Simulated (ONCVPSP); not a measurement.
# Pseudopotential generation for La: ONCV, LDA (Perdew-Zunger)

Task: generate the file, and judge it by its errors in other configurations, its logarithmic derivatives, its ghosts and its cutoff.

Program: ONCVPSP 4.0.1. Reference atom: LDA (Perdew-Zunger), scalar-relativistic, spherical and spin-unpolarised. All values are calculated.

3 further runs of the same task are left out: 3 that didn't finish.

### Step 1. Settings

Typed settings, in words:

```json
{
  "element": "lanthanum (La, Z = 57)",
  "type": "optimised norm-conserving Vanderbilt (ONCV)",
  "frozen core": "[Kr] 4d10",
  "valence charge": "11",
  "reference configuration": "5s2 5p6 5d1 6s1.75 6p0.25",
  "partial waves": "5s+6s: rc 2.80 bohr, ncon 3, nbas 6, qcut 5 1/bohr, 3 projectors, debl 1.3 Ha; 5p+6p: rc 3.55 bohr, ncon 4, nbas 7, qcut 4.9 1/bohr, 2 projectors; 5d: rc 2.55 bohr, ncon 4, nbas 7, qcut 4.5 1/bohr, 3 projectors, debl 1.7 Ha; f scattering state at 0.39 Ha: rc 3.90 bohr, ncon 4, nbas 7, qcut 3.1 1/bohr, 1 projector",
  "local potential": "polynomial inside 1.80 bohr (lpopt 2, dvloc0 -1 Ha)",
  "core correction": "Teter function, fcfact 4, rcfact 1.75"
}
```

An earlier all-electron run gives the scale for the radii.

All-electron outer shells of the reference configuration (LDA (Perdew-Zunger), scalar-relativistic, ld1.x):

```
shell  level (eV)  outermost node (bohr)  outermost maximum (bohr)
   4d     -104.12                   0.32                      0.68
   5s      -39.35                   0.77                      1.41
   5p      -22.76                   0.83                      1.58
   4f       -4.87                      –                      0.75
   6s       -3.99                   1.86                      3.74
   5d       -3.44                   0.95                      2.24
   6p       -1.56                   2.20                      4.93
```

### Step 2. The generation run

Input file La.dat:

```
# ATOM AND REFERENCE CONFIGURATION
# atsym  z   nc   nv     iexc    psfile
  La 57.00    9    5        3      upf
#
#   n    l    f
    1    0    2.00
    2    0    2.00
    2    1    6.00
    3    0    2.00
    3    1    6.00
    3    2   10.00
    4    0    2.00
    4    1    6.00
    4    2   10.00
    5    0    2.00
    5    1    6.00
    5    2    1.00
    6    0    1.75
    6    1    0.25
#
# PSEUDOPOTENTIAL AND OPTIMIZATION
# lmax
    3
#
#   l,   rc,      ep,       ncon, nbas, qcut
    0    2.80    0.00    3    6    5.00
    1    3.55    0.00    4    7    4.90
    2    2.55    0.00    4    7    4.50
    3    3.90    0.39    4    7    3.10
#
# LOCAL POTENTIAL
# lloc, lpopt,  rc(5),   dvloc0
    4    2    1.80   -1.00
#
# VANDERBILT-KLEINMAN-BYLANDER PROJECTORs
# l, nproj, debl
    0    3    1.30
    1    2    2.70
    2    3    1.70
    3    1    2.30
#
# MODEL CORE CHARGE
# icmod, fcfact, rcfact
    3    4.00    1.75
#
# LOG DERIVATIVE ANALYSIS
# epsh1, epsh2, depsh
   -3.00    5.00    0.02
#
# OUTPUT GRID
# rlmax, drl
    6.00    0.01
#
# TEST CONFIGURATIONS
# ncnf
    4
# nvcnf
#   n    l    f
    5
    5    0    2.00
    5    1    6.00
    5    2    1.00
    6    0    2.00
    6    1    0.00
#
    5
    5    0    2.00
    5    1    6.00
    5    2    1.00
    6    0    1.00
    6    1    0.00
#
    5
    5    0    2.00
    5    1    6.00
    5    2    1.00
    6    0    0.00
    6    1    0.00
#
    5
    5    0    2.00
    5    1    5.00
    5    2    1.00
    6    0    2.00
    6    1    0.00
#
```

Launch:

```
$ oncvpsp.x < La.dat > La.out
```

Q: Predict the outcome of this session. Wanted: cutoffs for 1 and 0.1 mHa per electron, occupied waves; bound ghosts; GHOST(+) flags; largest test error; largest phase difference near zero energy, channels read; rms error of d²Exc/dn², without and with the model core; projector energies reset by the program.

As calculated:

```
                                                quantity                             value
  cutoffs for 1 and 0.1 mHa per electron, occupied waves                 7.2 Ha and 8.9 Ha
                                            bound ghosts                        none found
                                          GHOST(+) flags                       s at 147 eV
                            largest test error (AE − PS)  -85 meV, for 5s2 5p5 5d1 6s2 6p0
largest phase difference near zero energy, channels read                         0.993 rad
 rms error of d²Exc/dn², without and with the model core                 3.08 and 1.93 mHa
                 projector energies reset by the program                      f: -0.179 Ha
```

**Reading.** The worst unpolarised test, 5s2 5p5 5d1 6s2 6p0, is off by 85 meV on 26.5 eV; by total energies transferability rates as fair. By its cutoff, 7.2 Ha for the looser tolerance, it is soft on the atom at that tolerance. That counts occupied waves only; other projectors can need more. No bound ghost shows below the valence levels. Near zero energy the largest phase difference among the channels read is 0.99 rad, in the f channel. The program also flags highly localised states, GHOST(+) (s).
